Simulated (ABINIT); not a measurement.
A run of ABINIT 10.8.3 (patched build) is set up as follows.

Contents of run.abi:

```
pp_dirpath "./"
pseudos "Se.GGA_PBE-JTH.xml, C.GGA_PBE-JTH.xml"

structure "poscar:POSCAR"
natom 6
chkprim 0
chksymtnons 0
tolsym 1.0e-6

ecut 19.0
pawecutdg 38.0
pawxcdev 0
pawovlp 30

kptopt 1
ngkpt 6 6 3
nshiftk 1
shiftk 0.0 0.0 0.0

ixc 11

nband 20
occopt 3
tsmear 0.05 eV

nstep 100
tolvrs 1.0e-9

iomode 3
prtwf 0
prtden 0
prteig 0
prtebands 0
prtvol 2
```

File POSCAR:

```
CSe2
1.0
    3.5697670000     -2.9947800000      0.0000000000
    3.5697670000      2.9947800000      0.0000000000
    0.0000000000      0.0000000000      9.4626520000
Se C
4 2
Direct
    0.2124220000      0.7875780000      0.8793850000  Se
    0.7875780000      0.2124220000      0.1206150000  Se
    0.2875780000      0.7124220000      0.3793850000  Se
    0.7124220000      0.2875780000      0.6206150000  Se
    0.0000000000      0.0000000000      0.0000000000  C
    0.5000000000      0.5000000000      0.5000000000  C
```

Potentials or basis: JTH PAW PBE v2.0.

Launch:

```console
$ abinit run.abi > log 2>&1
```

Predict the band gap on the k mesh.

2.35 eV, indirect (least direct gap 2.46 eV).

What does it give for the largest force?

0.030 eV/Å.

Forces in eV/Å, atoms in the order of the input:
```
Se   0.000  0.028  0.010
Se   0.000 -0.028 -0.010
Se   0.000 -0.028  0.010
Se   0.000  0.028 -0.010
C    0.000  0.000  0.000
C    0.000  0.000  0.000
```

Caveat: an odd mesh through Γ misses points on the zone boundary, where band edges often lie; the atomic spheres overlap.
